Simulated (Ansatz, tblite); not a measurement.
# Si27H34 atom sphere (Si27H34): rung by rung

How do method and basis change the picture of Si27H34 atom sphere (Si27H34) (singlet)?

The runs use Ansatz 0.2.0, Gaussian basis; as each input shows.

Levels to be run: GFN1-xTB, GFN2-xTB, PBE-D4/def2-SVP, r2SCAN-D4/def2-SVP.

1 further run of the same task is left out (set aside as unsound or not needed).

### 1 The geometry

The singlet was relaxed beforehand with PBE-D4/def2-SVP.

61 atoms, charge 0, spin multiplicity 1.

Bond lengths: Si1–Si2 2.350 Å, Si1–Si10 2.350 Å, Si1–H28 1.509 Å, Si1–H29 1.510 Å, Si2–Si3 2.367 Å, Si2–Si5 2.351 Å, Si2–H30 1.512 Å, Si3–Si7 2.359 Å, Si3–H31 1.510 Å, Si3–H32 1.505 Å, Si4–Si5 2.363 Å, Si4–Si13 2.352 Å, Si4–H33 1.509 Å, Si4–H34 1.509 Å, Si5–Si6 2.351 Å, Si5–Si15 2.351 Å, Si6–Si8 2.367 Å, Si6–Si9 2.350 Å and more. Angles: Si2–Si1–Si10 110.5°, Si2–Si1–H28 110.5°, Si2–Si1–H29 108.5°, Si10–Si1–H28 110.5°, Si10–Si1–H29 108.5°, H28–Si1–H29 108.3°, Si1–Si2–Si3 112.8°, Si1–Si2–Si5 108.8°, Si1–Si2–H30 108.9°, Si3–Si2–Si5 109.8°, Si3–Si2–H30 108.5°, Si5–Si2–H30 107.9°, Si2–Si3–Si7 109.7°, Si2–Si3–H31 107.8°, Si2–Si3–H32 111.5°, Si7–Si3–H31 106.9°, Si7–Si3–H32 113.1°, H31–Si3–H32 107.7° and more.

PBE0-D4/def2-SVP was run before; its log isn't repeated, and its numbers join the tables.

### 2 GFN1-xTB

Tight binding, by tblite at 300 K electronic temperature and without a spin-polarisation term:

```python
tblite.interface.Calculator('GFN1-xTB', numbers, positions, charge=0, uhf=0).singlepoint()
```

Energy -1850.6746 eV, HOMO -11.20 eV, LUMO -8.82 eV; 0.75 s.

### 3 GFN2-xTB

Tight binding, by tblite at 300 K electronic temperature and without a spin-polarisation term:

```python
tblite.interface.Calculator('GFN2-xTB', numbers, positions, charge=0, uhf=0).singlepoint()
```

Energy -1729.4697 eV, HOMO -8.76 eV, LUMO -6.09 eV; 1.1 s.

### 4 PBE-D4/def2-SVP

start.molden holds the orbitals of an earlier run on this state, given as this run's starting guess.

in.yaml reads:

```yaml
crystal:
  periodic: [false, false, false]
  atoms:
    - {symbol: Si, position_ang: [0.003634, -4.413089, -1.054489]}
    - {symbol: Si, position_ang: [-1.927465, -3.316923, -0.285977]}
    - {symbol: Si, position_ang: [-2.103215, -3.317234, 2.074395]}
    - {symbol: Si, position_ang: [-1.913196, -1.104849, -3.446690]}
    - {symbol: Si, position_ang: [-1.910980, -1.105446, -1.083884]}
    - {symbol: Si, position_ang: [-3.835834, -0.018088, -0.283828]}
    - {symbol: Si, position_ang: [-1.915397, -1.110138, 2.884427]}
    - {symbol: Si, position_ang: [-3.920999, -0.168179, 2.076818]}
    - {symbol: Si, position_ang: [-3.825689, 2.202313, -1.052659]}
    - {symbol: Si, position_ang: [1.933084, -3.313307, -0.286878]}
    - {symbol: Si, position_ang: [2.110761, -3.312444, 2.073373]}
    - {symbol: Si, position_ang: [1.911015, -1.103191, -3.448570]}
    - {symbol: Si, position_ang: [-0.001960, -0.001776, -4.261534]}
    - {symbol: Si, position_ang: [1.911833, -1.102205, -1.085755]}
    - {symbol: Si, position_ang: [-0.000124, -0.000307, -0.274911]}
    - {symbol: Si, position_ang: [1.920884, -1.105225, 2.882631]}
    - {symbol: Si, position_ang: [0.000948, -0.000230, 2.086329]}
    - {symbol: Si, position_ang: [-0.001437, 2.205821, -3.449051]}
    - {symbol: Si, position_ang: [-0.002320, 2.206435, -1.086200]}
    - {symbol: Si, position_ang: [-1.909128, 3.326409, -0.288066]}
    - {symbol: Si, position_ang: [-0.002107, 2.215154, 2.882611]}
    - {symbol: Si, position_ang: [-1.820694, 3.479568, 2.072173]}
    - {symbol: Si, position_ang: [3.835576, -0.010881, -0.288470]}
    - {symbol: Si, position_ang: [3.924330, -0.161201, 2.071979]}
    - {symbol: Si, position_ang: [3.820150, 2.210146, -1.055394]}
    - {symbol: Si, position_ang: [1.902279, 3.330051, -0.287748]}
    - {symbol: Si, position_ang: [1.814837, 3.482126, 2.072678]}
    - {symbol: H, position_ang: [0.005090, -5.855893, -0.611725]}
    - {symbol: H, position_ang: [0.003331, -4.380418, -2.564325]}
    - {symbol: H, position_ang: [-3.144440, -4.009036, -0.856736]}
    - {symbol: H, position_ang: [-3.488690, -3.798893, 2.432957]}
    - {symbol: H, position_ang: [-1.113943, -4.263199, 2.700489]}
    - {symbol: H, position_ang: [-1.938035, -2.528079, -3.948191]}
    - {symbol: H, position_ang: [-3.157545, -0.412373, -3.946541]}
    - {symbol: H, position_ang: [-5.042870, -0.728786, -0.852823]}
    - {symbol: H, position_ang: [-1.902773, -1.103774, 4.395332]}
    - {symbol: H, position_ang: [-5.031731, -1.125208, 2.437867]}
    - {symbol: H, position_ang: [-4.241783, 1.162950, 2.702125]}
    - {symbol: H, position_ang: [-3.801789, 2.186447, -2.562525]}
    - {symbol: H, position_ang: [-5.074412, 2.922602, -0.605826]}
    - {symbol: H, position_ang: [3.150930, -4.003407, -0.858238]}
    - {symbol: H, position_ang: [1.123225, -4.259303, 2.700846]}
    - {symbol: H, position_ang: [3.497166, -3.792231, 2.430829]}
    - {symbol: H, position_ang: [1.936318, -2.526741, -3.949127]}
    - {symbol: H, position_ang: [3.154236, -0.410057, -3.950287]}
    - {symbol: H, position_ang: [-0.002732, -0.002333, -5.772969]}
    - {symbol: H, position_ang: [1.910211, -1.098310, 4.393552]}
    - {symbol: H, position_ang: [-1.221653, 2.938591, -3.950846]}
    - {symbol: H, position_ang: [1.220354, 2.936803, -3.949689]}
    - {symbol: H, position_ang: [-1.901121, 4.726188, -0.859326]}
    - {symbol: H, position_ang: [-0.002436, 2.202877, 4.393539]}
    - {symbol: H, position_ang: [-3.134236, 3.094854, 2.698631]}
    - {symbol: H, position_ang: [-1.545546, 4.920517, 2.429947]}
    - {symbol: H, position_ang: [5.043341, -0.718766, -0.859427]}
    - {symbol: H, position_ang: [5.036339, -1.117327, 2.431508]}
    - {symbol: H, position_ang: [4.245039, 1.170173, 2.696780]}
    - {symbol: H, position_ang: [3.794555, 2.195738, -2.565247]}
    - {symbol: H, position_ang: [5.068110, 2.932188, -0.609256]}
    - {symbol: H, position_ang: [1.891016, 4.730129, -0.858242]}
    - {symbol: H, position_ang: [3.128849, 3.098075, 2.698526]}
    - {symbol: H, position_ang: [1.538826, 4.922735, 2.431142]}
basis:
  gaussian: {orbitals: def2-SVP, fitting: {mean_field: def2-universal-jkfit}, initial_orbitals: start.molden}
hamiltonian: {xc: pbe, dispersion: d4}
scf: {omitted_lower_state_checks: [starts]}
output: {orbitals: {seedname: orbitals}}
```

Started as:

```
ansatz run in.yaml --threads 4 --pin off --events-out ev --progress --plain --max-ram 66560MiB --backend cuda --devices 0, --max-vram 37GiB
```

Further steps of the session: r2SCAN-D4/def2-SVP.

Before running them: what should the planned runs give, taken together? Wanted: gap in def2-SVP, named functionals, smallest and largest; binding an atom, functionals in def2-SVP.

The runs gave:

| quantity | value |
| --- | --- |
| gap in def2-SVP, named functionals, smallest and largest | 3.60 eV (PBE-D4), 5.17 eV (PBE0-D4) |
| binding an atom, functionals in def2-SVP | 3.34 (PBE0-D4) to 3.34 eV (r2SCAN-D4) |

**Reading.** Over the named functionals in def2-SVP the gap runs from 3.60 eV (PBE-D4) to 5.17 eV (PBE0-D4); exact exchange widens it.
